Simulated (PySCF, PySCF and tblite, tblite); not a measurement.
# C5H4F2O2: a path driven as ring inversion, and NMR exchange

Aim: the barrier and rate of ring inversion in C5H4F2O2 (`FC1=C(F)OCC=CO1`), and what it does to NMR lines.

Programs: PySCF 2.14.0 with density-fitted response routines of our own, and tblite 0.8.0. All values are computed, except where a source is named. Atoms count from 0 throughout.

## 1. The molecule as given

13 atoms, charge 0, multiplicity 1; geometry from: force field or distance geometry start.

Bonds of the start (Å): C1–C2 1.35, C1–O8 1.37, C2–F3 1.34, C2–O4 1.38, C5–C6 1.49, C5–H10 1.10, C5–H9 1.09, C6–C7 1.34, C6–H11 1.09, C7–H12 1.09, C7–O8 1.36, F0–C1 1.37, O4–C5 1.42.

## 2. GFN2-xTB relaxation, start minimum

What the job is given:

```
{"job": {"xc": "GFN2-xTB", "basis": "xTB", "kind": "relax"}, "charge": 0, "multiplicity": 1}
F      2.351000     1.778100     0.477100
C      1.282300     1.062600     0.019100
C      1.538800    -0.229700    -0.289000
F      2.794900    -0.673800    -0.151900
O      0.603700    -1.094800    -0.813400
C     -0.498700    -1.305100     0.056300
C     -1.449200    -0.156000     0.046300
C     -1.130900     1.142500    -0.058400
O      0.098900     1.730200    -0.120600
H     -1.021700    -2.191600    -0.313100
H     -0.164000    -1.546400     1.075100
H     -2.505300    -0.426800     0.133100
H     -1.904100     1.911400    -0.078400
```

Started as:

```
$ OMP_NUM_THREADS=1 python ens_run.py task.json out
```

One launch serves the whole session.

The program printed:

```text
step      E/eV     max force
  0    -824.04110    1.662
  1    -824.12726    0.910
  2    -824.16605    0.732
  3    -824.19591    0.650
  4    -824.22044    0.352
  5    -824.22866    0.316
  6    -824.23291    0.182
  7    -824.23488    0.101
  8    -824.23624    0.085
  9    -824.23738    0.102
 10    -824.23827    0.104
 11    -824.23962    0.094
 12    -824.24116    0.107
 13    -824.24279    0.102
 14    -824.24430    0.093
 15    -824.24585    0.116
 16    -824.24742    0.112
 17    -824.24880    0.091
 18    -824.24990    0.082
 19    -824.25079    0.078
 20    -824.25153    0.080
 21    -824.25203    0.057
 22    -824.25236    0.052
 23    -824.25262    0.043
 24    -824.25282    0.039
 25    -824.25293    0.025
 26    -824.25299    0.022
 27    -824.25304    0.022
 28    -824.25308    0.024
 29    -824.25312    0.020
 30    -824.25315    0.014
 31    -824.25317    0.014
 32    -824.25321    0.018
 33    -824.25323    0.017
 34    -824.25325    0.010
 35    -824.25326    0.007
 36    -824.25327    0.006
 37    -824.25327    0.006
 38    -824.25328    0.004
 39    -824.25328    0.005
 40    -824.25328    0.005
 41    -824.25329    0.004
 42    -824.25329    0.005
 43    -824.25329    0.006
 44    -824.25330    0.008
 45    -824.25330    0.009
 46    -824.25331    0.009
 47    -824.25332    0.007
 48    -824.25332    0.007
 49    -824.25333    0.007
 50    -824.25334    0.007
 51    -824.25334    0.006
 52    -824.25334    0.005
 53    -824.25335    0.004
 54    -824.25335    0.004
 55    -824.25335    0.003
```

It took 0.47 s on 1 thread of Arm Neoverse N1, shared host.

Gain 0.212 eV; displacement 0.10 Å root mean square.

## 3. Relaxed scan, ring torsion 6 driven

What the job is given:

```
{"job": {"xc": "GFN2-xTB", "basis": "xTB", "coordinate": [["t", [7, 8, 1, 2], 1.0]], "kind": "drive"}, "charge": 0, "multiplicity": 1}
F      2.281548     1.869073     0.346961
C      1.274809     1.051402    -0.001397
C      1.532123    -0.225775    -0.300542
F      2.806391    -0.662648    -0.226235
O      0.683924    -1.190957    -0.677337
C     -0.522567    -1.330716     0.075595
C     -1.438217    -0.147823     0.018894
C     -1.104307     1.138953     0.003439
O      0.113212     1.733997     0.007393
H     -1.013453    -2.202118    -0.362397
H     -0.266803    -1.560920     1.118649
H     -2.489935    -0.381838     0.003724
H     -1.861113     1.909856    -0.024473
```

The program printed:

```text
point  coordinate     E/eV
  0      8.300     -824.24914
  1      0.200     -824.23793
  2     -7.800     -824.21977
  3    -15.900     -824.19576
```

Wall time 0.71 s (1 thread of Arm Neoverse N1, shared host).

The highest point is number 3, 1.2 kcal/mol above the first.

## 4. Relaxed scan, ring torsion 2 driven

What the job is given:

```
{"job": {"xc": "GFN2-xTB", "basis": "xTB", "coordinate": [["t", [2, 4, 5, 6], 1.0]], "kind": "drive"}, "charge": 0, "multiplicity": 1}
F      2.286183     1.864497     0.340366
C      1.277663     1.048945    -0.007845
C      1.532420    -0.228579    -0.307632
F      2.806074    -0.667518    -0.235272
O      0.682166    -1.192286    -0.683468
C     -0.523635    -1.329463     0.071003
C     -1.437362    -0.145043     0.014747
C     -1.101229     1.141146    -0.001154
O      0.117432     1.733848     0.001434
H     -1.016276    -2.200614    -0.365516
H     -0.266882    -1.558623     1.114033
H     -2.489428    -0.377271     0.000419
H     -1.856532     1.913590    -0.027060
```

The program printed:

```text
point  coordinate     E/eV
  0     49.500     -824.23557
  1     35.500     -824.20118
  2     21.300     -824.16964
  3      7.100     -824.15110
  4     -7.100     -824.15130
  5    -21.400     -824.17002
  6    -35.500     -824.20166
  7    -49.500     -824.23469
  8    -63.300     -824.25159
```

Wall time 2 s (1 thread of Arm Neoverse N1, shared host).

The highest point is number 3, 1.9 kcal/mol above the first.

## 5. Nudged elastic band, leg 1

What the job is given:

```
{"job": {"xc": "GFN2-xTB", "basis": "xTB", "kind": "neb"}, "charge": 0, "multiplicity": 1}
F      2.281548     1.869073     0.346961
C      1.274809     1.051402    -0.001397
C      1.532123    -0.225775    -0.300542
F      2.806391    -0.662648    -0.226235
O      0.683924    -1.190957    -0.677337
C     -0.522567    -1.330716     0.075595
C     -1.438217    -0.147823     0.018894
C     -1.104307     1.138953     0.003439
O      0.113212     1.733997     0.007393
H     -1.013453    -2.202118    -0.362397
H     -0.266803    -1.560920     1.118649
H     -2.489935    -0.381838     0.003724
H     -1.861113     1.909856    -0.024473
```

The program printed:

```text
image   E - E0 / eV
  0       0.0000
  1       0.0132
  2       0.0170
  3       0.0805
  4       0.1005
  5       0.0327
  6      -0.0000
```

Wall time 1.7 s (1 thread of Arm Neoverse N1, shared host); peak memory 0.19 GiB.

The highest point is number 4, 2.3 kcal/mol above the first.

## 6. Saddle search, leg 1

What the job is given:

```
{"job": {"xc": "GFN2-xTB", "basis": "xTB", "kind": "saddle"}, "charge": 0, "multiplicity": 1}
F      2.294435     1.970832    -0.232377
C      1.282253     1.093576    -0.083968
C      1.571958    -0.211523    -0.096700
F      2.865627    -0.550541    -0.255678
O      0.852607    -1.328272     0.062926
C     -0.558653    -1.373818     0.058877
C     -1.388005    -0.135506     0.093742
C     -1.076317     1.155701     0.074545
O      0.121839     1.771723     0.022250
H     -0.848750    -1.954244    -0.829179
H     -0.821410    -1.975150     0.939478
H     -2.441358    -0.368171     0.137428
H     -1.854227     1.905394     0.108656
```

The program printed:

```text
step      E/eV     max force
  0    -824.15280   0.0474
  1    -824.14959   0.1363
  2    -824.15162   0.0415
  3    -824.15016   0.0655
  4    -824.15023   0.0167
  5    -824.15023   0.0036
lowest wavenumbers (cm-1): -138.9 96.9 172.2 255.0 342.7 374.5
```

It took 2.1 s on 1 thread of Arm Neoverse N1, shared host; peak memory 0.19 GiB.

Point group Cs; 1 imaginary mode, 139i cm⁻¹, carried by O4, C5, H9, H10. Steps downhill from it reached both ends.

## 7. Shieldings, start: CAM-B3LYP/pcSseg-1

What the job is given:

```
{"job": {"kind": "nmr", "xc": "CAM-B3LYP", "basis": "pcSseg-1", "pop": false}, "charge": 0, "multiplicity": 1}
F      2.281548     1.869073     0.346961
C      1.274809     1.051402    -0.001397
C      1.532123    -0.225775    -0.300542
F      2.806391    -0.662648    -0.226235
O      0.683924    -1.190957    -0.677337
C     -0.522567    -1.330716     0.075595
C     -1.438217    -0.147823     0.018894
C     -1.104307     1.138953     0.003439
O      0.113212     1.733997     0.007393
H     -1.013453    -2.202118    -0.362397
H     -0.266803    -1.560920     1.118649
H     -2.489935    -0.381838     0.003724
H     -1.861113     1.909856    -0.024473
```

The program printed:

```text
coarse grid: 12256 points
cycle   1  E = -542.4832677947  dE =  2.005e+00  |g| = 9.613e-01  |ddm| = 3.422e+00
cycle   2  E = -542.4054251953  dE =  7.784e-02  |g| = 1.233e+00  |ddm| = 1.216e+00
cycle   3  E = -542.6423102645  dE = -2.369e-01  |g| = 7.452e-02  |ddm| = 7.082e-01
cycle   4  E = -542.6430843171  dE = -7.741e-04  |g| = 3.385e-02  |ddm| = 6.185e-02
cycle   5  E = -542.6433107493  dE = -2.264e-04  |g| = 9.974e-03  |ddm| = 2.969e-02
cycle   6  E = -542.6433314004  dE = -2.065e-05  |g| = 2.887e-03  |ddm| = 8.257e-03
cycle   7  E = -542.6433332551  dE = -1.855e-06  |g| = 6.023e-04  |ddm| = 2.253e-03
final grid: 123152 points
cycle   8  E = -542.7432027693  dE = -3.524e-05  |g| = 5.252e-03  |ddm| = 1.538e-02
cycle   9  E = -542.7432011246  dE =  1.645e-06  |g| = 6.379e-03  |ddm| = 6.855e-03
cycle  10  E = -542.7432073606  dE = -6.236e-06  |g| = 4.562e-04  |ddm| = 3.516e-03
cycle  11  E = -542.7432073945  dE = -3.389e-08  |g| = 2.007e-04  |ddm| = 4.499e-04
cycle  12  E = -542.7432074032  dE = -8.626e-09  |g| = 6.170e-05  |ddm| = 1.864e-04
cycle  13  E = -542.7432074039  dE = -7.119e-10  |g| = 1.945e-05  |ddm| = 5.476e-05
converged SCF energy = -542.7432074039

GIAO shielding tensors (ppm)
atom      isotropic    diamagn.    paramagn.     s11        s22        s33       span
  0 F      316.952     469.195    -152.243    283.633    315.346    351.876     68.243
  1 C       29.714     249.830    -220.116     -7.842     29.237     67.747     75.588
  2 C       27.300     250.671    -223.371     -9.745     28.672     62.974     72.718
  3 F      306.190     470.046    -163.856    260.556    312.523    345.490     84.934
  4 O      228.906     399.087    -170.181    182.668    233.979    270.070     87.402
  5 C      112.543     242.519    -129.976     82.386     96.350    158.892     76.506
  6 C       72.698     260.451    -187.753    -33.701     99.219    152.577    186.278
  7 C       34.507     247.450    -212.944    -70.168     67.711    105.977    176.144
  8 O      173.903     397.340    -223.438    105.565    165.691    250.452    144.887
  9 H       27.217      28.372      -1.155     22.043     26.852     32.756     10.712
 10 H       27.115      29.416      -2.301     23.198     27.025     31.121      7.923
 11 H       26.718      30.939      -4.221     24.359     27.525     28.270      3.911
 12 H       25.258      28.892      -3.634     21.469     26.693     27.611      6.142
```

Wall time 41 s (1 thread of Arm Neoverse N1, shared host); peak memory 0.83 GiB.

Key values: HOMO -7.88 eV, LUMO 0.83 eV; dipole 3.97 D.

## 8. Shieldings, saddle of leg 1: CAM-B3LYP/pcSseg-1

What the job is given:

```
{"job": {"kind": "nmr", "xc": "CAM-B3LYP", "basis": "pcSseg-1", "pop": false}, "charge": 0, "multiplicity": 1}
F      2.301867     1.970980    -0.175672
C      1.280897     1.094573    -0.097798
C      1.570691    -0.210361    -0.105987
F      2.871953    -0.546128    -0.191797
O      0.846951    -1.333385    -0.045316
C     -0.561014    -1.374328     0.051063
C     -1.388478    -0.135355     0.096396
C     -1.077051     1.156635     0.063026
O      0.118365     1.773473    -0.024797
H     -0.896078    -1.974515    -0.806403
H     -0.775344    -1.958336     0.957041
H     -2.439662    -0.370133     0.170866
H     -1.853097     1.906879     0.109379
```

The program printed:

```text
coarse grid: 12256 points
cycle   1  E = -542.4772359790  dE =  2.039e+00  |g| = 9.596e-01  |ddm| = 3.429e+00
cycle   2  E = -542.3973097820  dE =  7.993e-02  |g| = 1.239e+00  |ddm| = 1.193e+00
cycle   3  E = -542.6354681098  dE = -2.382e-01  |g| = 7.831e-02  |ddm| = 6.966e-01
cycle   4  E = -542.6363365788  dE = -8.685e-04  |g| = 3.655e-02  |ddm| = 6.630e-02
cycle   5  E = -542.6366111076  dE = -2.745e-04  |g| = 1.084e-02  |ddm| = 3.165e-02
cycle   6  E = -542.6366340102  dE = -2.290e-05  |g| = 3.860e-03  |ddm| = 9.096e-03
cycle   7  E = -542.6366367255  dE = -2.715e-06  |g| = 5.782e-04  |ddm| = 2.451e-03
final grid: 123152 points
cycle   8  E = -542.7366265051  dE = -3.676e-05  |g| = 5.479e-03  |ddm| = 1.655e-02
cycle   9  E = -542.7366244782  dE =  2.027e-06  |g| = 6.765e-03  |ddm| = 7.165e-03
cycle  10  E = -542.7366314116  dE = -6.933e-06  |g| = 4.400e-04  |ddm| = 3.620e-03
cycle  11  E = -542.7366314432  dE = -3.155e-08  |g| = 2.002e-04  |ddm| = 4.479e-04
cycle  12  E = -542.7366314518  dE = -8.584e-09  |g| = 6.020e-05  |ddm| = 1.828e-04
cycle  13  E = -542.7366314524  dE = -6.423e-10  |g| = 1.821e-05  |ddm| = 5.081e-05
converged SCF energy = -542.7366314524

GIAO shielding tensors (ppm)
atom      isotropic    diamagn.    paramagn.     s11        s22        s33       span
  0 F      327.770     468.848    -141.077    274.157    322.501    386.652    112.495
  1 C       32.966     249.639    -216.674      7.863     23.653     67.381     59.518
  2 C       29.356     248.819    -219.463     -0.458     23.205     65.322     65.780
  3 F      312.287     469.413    -157.126    277.730    311.905    347.226     69.496
  4 O      244.709     397.795    -153.086    210.451    236.027    287.648     77.197
  5 C      116.827     239.594    -122.767     96.599     97.590    156.292     59.693
  6 C       77.409     262.137    -184.728    -17.611    104.099    145.740    163.351
  7 C       39.710     247.370    -207.660    -59.866     70.344    108.653    168.519
  8 O      176.286     397.479    -221.193    105.070    177.227    246.562    141.492
  9 H       26.840      27.863      -1.024     21.674     26.764     32.080     10.405
 10 H       26.839      27.863      -1.023     21.672     26.764     32.082     10.409
 11 H       27.240      30.846      -3.606     24.350     28.160     29.210      4.860
 12 H       25.133      28.972      -3.839     20.929     26.755     27.715      6.786
```

It took 40 s on 1 thread of Arm Neoverse N1, shared host; peak memory 0.81 GiB.

This run: HOMO -7.74 eV, LUMO 1.20 eV; dipole 4.39 D.

[end of part 1 of 2]
